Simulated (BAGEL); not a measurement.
**One shape, several levels: doublet [Si2H4OF2]+**

Wanted: a comparison of 3 runs (ROHF/6-31G*, ROHF/def2-SVP, UHF/def2-SVP) of doublet [Si2H4OF2]+. 

The results are computed with BAGEL 1.2.2.

## (1) The molecule

The species is [Si2H4OF2]+ (9 atoms), meant as a doublet with charge +1. SMILES of the parent species: `O[SiH](F)[SiH2]F`. The coordinates come from a PBE0-D4/def2-TZVP relaxation. This is one conformer, not always the lowest. That shape belongs to the parent species and isn't relaxed for this state.

Bond lengths: O1–Si2 1.634 Å, Si2–F3 1.601 Å, Si2–Si4 2.358 Å, Si4–F5 1.612 Å, O1–H6 0.959 Å, Si2–H7 1.480 Å, Si4–H8 1.485 Å, Si4–H9 1.487 Å. Some angles: O1–Si2–F3 110.8°, O1–Si2–Si4 109.5°, F3–Si2–Si4 107.8°, Si2–Si4–F5 106.0°, O1–Si2–H7 106.2°, F3–Si2–H7 107.1°, Si4–Si2–H7 115.4°, Si2–O1–H6 118.4°, Si2–Si4–H8 114.0°, Si2–Si4–H9 111.6°.

## (2) The energy at ROHF/6-31G(d) (density fitting with cc-pvqz-jkfit, spherical functions) (run 1)

The input, input.json:

```json
{ "bagel" : [

{
  "title" : "molecule",
  "basis" : "6-31gs.json",
  "df_basis" : "cc-pvqz-jkfit",
  "angstrom" : true,
  "geometry" : [
    { "atom" : "O", "xyz" : [       0.844300,       1.766700,      -0.485000 ] },
    { "atom" : "Si", "xyz" : [       0.969400,       0.137800,      -0.453100 ] },
    { "atom" : "F", "xyz" : [       0.986700,      -0.459700,      -1.938500 ] },
    { "atom" : "Si", "xyz" : [      -0.894000,      -0.772400,       0.668300 ] },
    { "atom" : "F", "xyz" : [      -2.133900,       0.202600,       0.333800 ] },
    { "atom" : "H", "xyz" : [      -0.014200,       2.154900,      -0.665100 ] },
    { "atom" : "H", "xyz" : [       2.284600,      -0.163900,       0.153800 ] },
    { "atom" : "H", "xyz" : [      -1.253000,      -2.143900,       0.226600 ] },
    { "atom" : "H", "xyz" : [      -0.701500,      -0.768300,       2.142300 ] }
  ]
},

{
  "title" : "rohf",
  "charge" : 1,
  "nopen" : 1
},

{
  "title" : "print",
  "file" : "orbitals.molden",
  "orbitals" : true
}

]}
```

The basis set 6-31G* is read from a file made from the Basis Set Exchange's data (not shown).

Launch:

```
$ BAGEL_NUM_THREADS=1 BAGEL input.json > input.out
```

Log:

```text
* using 1 threads per process

  ===============================================================
  ===============================================================

  *** Geometry ***

  { "atom" : "O", "xyz" : [      1.595496,      3.338579,     -0.916517 ] },
  { "atom" : "Si", "xyz" : [      1.831901,      0.260404,     -0.856235 ] },
  { "atom" : "F", "xyz" : [      1.864593,     -0.868707,     -3.663234 ] },
  { "atom" : "Si", "xyz" : [     -1.689415,     -1.459624,      1.262904 ] },
  { "atom" : "F", "xyz" : [     -4.032487,      0.382859,      0.630791 ] },
  { "atom" : "H", "xyz" : [     -0.026834,      4.072171,     -1.256857 ] },
  { "atom" : "H", "xyz" : [      4.317268,     -0.309726,      0.290640 ] },
  { "atom" : "H", "xyz" : [     -2.367827,     -4.051384,      0.428212 ] },
  { "atom" : "H", "xyz" : [     -1.325643,     -1.451877,      4.048360 ] },

  Number of auxiliary basis functions:      818

  Since a DF basis is specified, we compute 2- and 3-index integrals:
    o Being stored without compression. Storage requirement is 0.048 GB

  Number of basis functions:       86
  Number of electrons      :       58

    * METHOD: MOLECULE                             1.08

  *** Open-shell HF ***

  === Nuclear Repulsion ===
   307.6913627647

      * DIIS with orbital gradients will be used.

  === ROHF iteration (6-31gs.json) ===
      0       -853.25807064          0.05174752           0.44
      1       -853.47406634          0.03863757           0.39
      2       -853.57886194          0.02643484           0.42
      3       -853.67146242          0.00147775           0.39
      4       -853.67232932          0.00084699           0.46
      5       -853.67272253          0.00042191           0.51
      6       -853.67286857          0.00017008           0.39
      7       -853.67293010          0.00004971           0.44
      8       -853.67295579          0.00001643           0.43
      9       -853.67296124          0.00000712           0.39
     10       -853.67296197          0.00000322           0.39
     11       -853.67296212          0.00000126           0.39
     12       -853.67296214          0.00000057           0.41
     13       -853.67296213          0.00000024           0.40
     14       -853.67296215          0.00000011           0.40
     15       -853.67296215          0.00000005           0.39
     16       -853.67296216          0.00000002           0.40
     17       -853.67296216          0.00000001           0.39
     18       -853.67296216          0.00000000           0.39
    * SCF iteration converged.

    * S^2 (ROHF) is 0.7500

    * Permanent dipole moment:
           (   -0.084635,     0.831997,    -1.231997) a.u.

    * METHOD: ROHF                                 8.27

    * METHOD: PRINT                                0.02

  ===============================================================
```

It took 9.6 s on 1 thread of Intel Xeon Platinum 8259CL at 2.50GHz (Skylake/Cascade Lake), shared host; peak memory 0.19 GiB.

## (3) The energy at ROHF/def2-SVP (density fitting with cc-pvqz-jkfit) (run 2)

The input, input.json:

```json
{ "bagel" : [

{
  "title" : "molecule",
  "basis" : "svp",
  "df_basis" : "cc-pvqz-jkfit",
  "angstrom" : "true",
  "geometry" : [
    { "atom" : "O", "xyz" : [    0.844300,    1.766700,   -0.485000 ] },
    { "atom" : "Si", "xyz" : [    0.969400,    0.137800,   -0.453100 ] },
    { "atom" : "F", "xyz" : [    0.986700,   -0.459700,   -1.938500 ] },
    { "atom" : "Si", "xyz" : [   -0.894000,   -0.772400,    0.668300 ] },
    { "atom" : "F", "xyz" : [   -2.133900,    0.202600,    0.333800 ] },
    { "atom" : "H", "xyz" : [   -0.014200,    2.154900,   -0.665100 ] },
    { "atom" : "H", "xyz" : [    2.284600,   -0.163900,    0.153800 ] },
    { "atom" : "H", "xyz" : [   -1.253000,   -2.143900,    0.226600 ] },
    { "atom" : "H", "xyz" : [   -0.701500,   -0.768300,    2.142300 ] }
  ]
},
{ "title" : "rohf", "charge" : 1, "nopen" : 1 },
{ "title" : "print", "file" : "orbitals.molden", "orbitals" : "true" }

]}
```

Launch:

```
$ BAGEL_NUM_THREADS=1 BAGEL input.json > input.out
```

Log:

```text
* using 1 threads per process

  ===============================================================
  ===============================================================

  *** Geometry ***

  { "atom" : "O", "xyz" : [      1.595496,      3.338579,     -0.916517 ] },
  { "atom" : "Si", "xyz" : [      1.831901,      0.260404,     -0.856235 ] },
  { "atom" : "F", "xyz" : [      1.864593,     -0.868707,     -3.663234 ] },
  { "atom" : "Si", "xyz" : [     -1.689415,     -1.459624,      1.262904 ] },
  { "atom" : "F", "xyz" : [     -4.032487,      0.382859,      0.630791 ] },
  { "atom" : "H", "xyz" : [     -0.026834,      4.072171,     -1.256857 ] },
  { "atom" : "H", "xyz" : [      4.317268,     -0.309726,      0.290640 ] },
  { "atom" : "H", "xyz" : [     -2.367827,     -4.051384,      0.428212 ] },
  { "atom" : "H", "xyz" : [     -1.325643,     -1.451877,      4.048360 ] },

  Number of auxiliary basis functions:      818

  Since a DF basis is specified, we compute 2- and 3-index integrals:
    o Being stored without compression. Storage requirement is 0.063 GB

  Number of basis functions:       98
  Number of electrons      :       58

    * METHOD: MOLECULE                             1.05

  *** Open-shell HF ***

  === Nuclear Repulsion ===
   307.6913627647

      * DIIS with orbital gradients will be used.

  === ROHF iteration (svp) ===
      0       -852.89582391          0.04518558           0.47
      1       -853.10359072          0.03407364           0.50
      2       -853.20589671          0.02330418           0.49
      3       -853.29701407          0.00134251           0.46
      4       -853.29789064          0.00076475           0.46
      5       -853.29829663          0.00039080           0.46
      6       -853.29845298          0.00016903           0.46
      7       -853.29851812          0.00005102           0.48
      8       -853.29854945          0.00001653           0.46
      9       -853.29855562          0.00000759           0.50
     10       -853.29855659          0.00000382           0.47
     11       -853.29855671          0.00000131           0.46
     12       -853.29855679          0.00000061           0.46
     13       -853.29855679          0.00000032           0.46
     14       -853.29855679          0.00000016           0.46
     15       -853.29855679          0.00000007           0.46
     16       -853.29855679          0.00000003           0.46
     17       -853.29855680          0.00000002           0.46
     18       -853.29855680          0.00000001           0.46
    * SCF iteration converged.

    * S^2 (ROHF) is 0.7500

    * Permanent dipole moment:
           (   -0.131517,     0.836789,    -1.282924) a.u.

    * METHOD: ROHF                                 9.33

    * METHOD: PRINT                                0.02

  ===============================================================
```

It took 11 s on 1 thread of Intel Xeon Platinum 8259CL at 2.50GHz (Skylake/Cascade Lake), shared host; peak memory 0.22 GiB.

## (4) A single-point energy at UHF/def2-SVP (density fitting with cc-pvqz-jkfit) (run 3)

The input, input.json:

```json
{ "bagel": [

{
  "title": "molecule",
  "basis": "svp",
  "df_basis": "cc-pvqz-jkfit",
  "angstrom": true,
  "geometry": [
    { "atom": "O", "xyz": [    0.844300,    1.766700,   -0.485000 ] },
    { "atom": "Si", "xyz": [    0.969400,    0.137800,   -0.453100 ] },
    { "atom": "F", "xyz": [    0.986700,   -0.459700,   -1.938500 ] },
    { "atom": "Si", "xyz": [   -0.894000,   -0.772400,    0.668300 ] },
    { "atom": "F", "xyz": [   -2.133900,    0.202600,    0.333800 ] },
    { "atom": "H", "xyz": [   -0.014200,    2.154900,   -0.665100 ] },
    { "atom": "H", "xyz": [    2.284600,   -0.163900,    0.153800 ] },
    { "atom": "H", "xyz": [   -1.253000,   -2.143900,    0.226600 ] },
    { "atom": "H", "xyz": [   -0.701500,   -0.768300,    2.142300 ] }
  ]
},
{ "title": "uhf", "charge": 1, "nopen": 1 },
{ "title": "print", "file": "orbitals.molden", "orbitals": true }

]}
```

Launch:

```
$ BAGEL_NUM_THREADS=1 BAGEL input.json > input.out
```

Log:

```text
* using 1 threads per process

  ===============================================================
  ===============================================================

  *** Geometry ***

  { "atom" : "O", "xyz" : [      1.595496,      3.338579,     -0.916517 ] },
  { "atom" : "Si", "xyz" : [      1.831901,      0.260404,     -0.856235 ] },
  { "atom" : "F", "xyz" : [      1.864593,     -0.868707,     -3.663234 ] },
  { "atom" : "Si", "xyz" : [     -1.689415,     -1.459624,      1.262904 ] },
  { "atom" : "F", "xyz" : [     -4.032487,      0.382859,      0.630791 ] },
  { "atom" : "H", "xyz" : [     -0.026834,      4.072171,     -1.256857 ] },
  { "atom" : "H", "xyz" : [      4.317268,     -0.309726,      0.290640 ] },
  { "atom" : "H", "xyz" : [     -2.367827,     -4.051384,      0.428212 ] },
  { "atom" : "H", "xyz" : [     -1.325643,     -1.451877,      4.048360 ] },

  Number of auxiliary basis functions:      818

  Since a DF basis is specified, we compute 2- and 3-index integrals:
    o Being stored without compression. Storage requirement is 0.063 GB

  Number of basis functions:       98
  Number of electrons      :       58

    * METHOD: MOLECULE                             1.03

  *** Open-shell HF ***

  === Nuclear Repulsion ===
   307.6913627647

      * DIIS with orbital gradients will be used.

  === UHF iteration (svp) ===
      0       -852.89582391          0.04518558           0.50
      1       -853.10952905          0.03389303           0.55
      2       -853.21278620          0.02302793           0.50
      3       -853.30117165          0.00114278           0.48
      4       -853.30198342          0.00054708           0.48
      5       -853.30216386          0.00023707           0.48
[... 16 lines of this table left out ...]
     22       -853.30223986          0.00000002           0.48
     23       -853.30223986          0.00000001           0.47
    * SCF iteration converged.

    * S^2 (UHF) is 0.7674

    * Permanent dipole moment:
           (   -0.173406,     0.805385,    -1.267979) a.u.

    * METHOD: UHF                                 12.07

    * METHOD: PRINT                                0.02

  ===============================================================
```

It took 14 s on 1 thread of Intel Xeon Platinum 8259CL at 2.50GHz (Skylake/Cascade Lake), shared host; peak memory 0.22 GiB.

## (5) The series

```tsv
run	level	energy (Eh)	⟨S²⟩	wall time
1	ROHF/6-31G* (density fitting with cc-pvqz-jkfit, spherical functions)	-853.672962	0.750	9.6 s
2	ROHF/def2-SVP (density fitting with cc-pvqz-jkfit)	-853.298557	0.750	11 s
3	UHF/def2-SVP (density fitting with cc-pvqz-jkfit)	-853.302240	0.767	14 s
```

## (6) What came out

| quantity | value |
| --- | --- |
| run 3: total energy | -853.30224 Eh |
| run 3: ⟨S²⟩ | 0.767 |

Over the runs the total energy spans 10.188 eV. All runs together took 34 s, the longest 14 s.
